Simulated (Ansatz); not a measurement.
GdO, 2 atoms in the cell. Symmetry: Pm-3m, No. 221, cubic system. Conventional cell: a = 2.802 Å, b = 2.802 Å, c = 2.802 Å, α = 90.00°, β = 90.00°, γ = 90.00°. Around Gd (site symmetry m-3m) lie 8 O at 2.43 Å. O (site symmetry m-3m) has 8 Gd at 2.43 Å as nearest neighbours. The cell comes from a database or a generator and needn't be the stable form of this composition.

- Program: Ansatz 0.2.0
- Task: single point
- Functional: PBE
- Potentials or basis: Ansatz PAW
- Cutoff: 420 eV (not typed: the program's choice for these potentials)
- k mesh: 9 × 9 × 9
- Occupations: gaussian, width 0.026 eV
- Spin: collinear spin, ferromagnetic start
- Starting moments: [7.0, 0.0] μB

Potentials or basis: Ansatz PAW.

The run is started by

```bash
$ ansatz run input.yaml --threads 2 --pin off --max-ram 5632MiB --backend cpu --events-out ev --progress --plain --runs-dir out
```

Hardware: 2 threads of Intel(R) Xeon(R) Processor @ 2.70GHz, with other jobs on the host.

**Question.** Estimate the wall time of this run.

**Answer.** It took 3.5 s on 2 threads of Intel(R) Xeon(R) Processor @ 2.70GHz, with other jobs on the host, peak memory 0.36 GiB. Counts: scf iterations 11, plane waves 437, k points 35, bands 20.
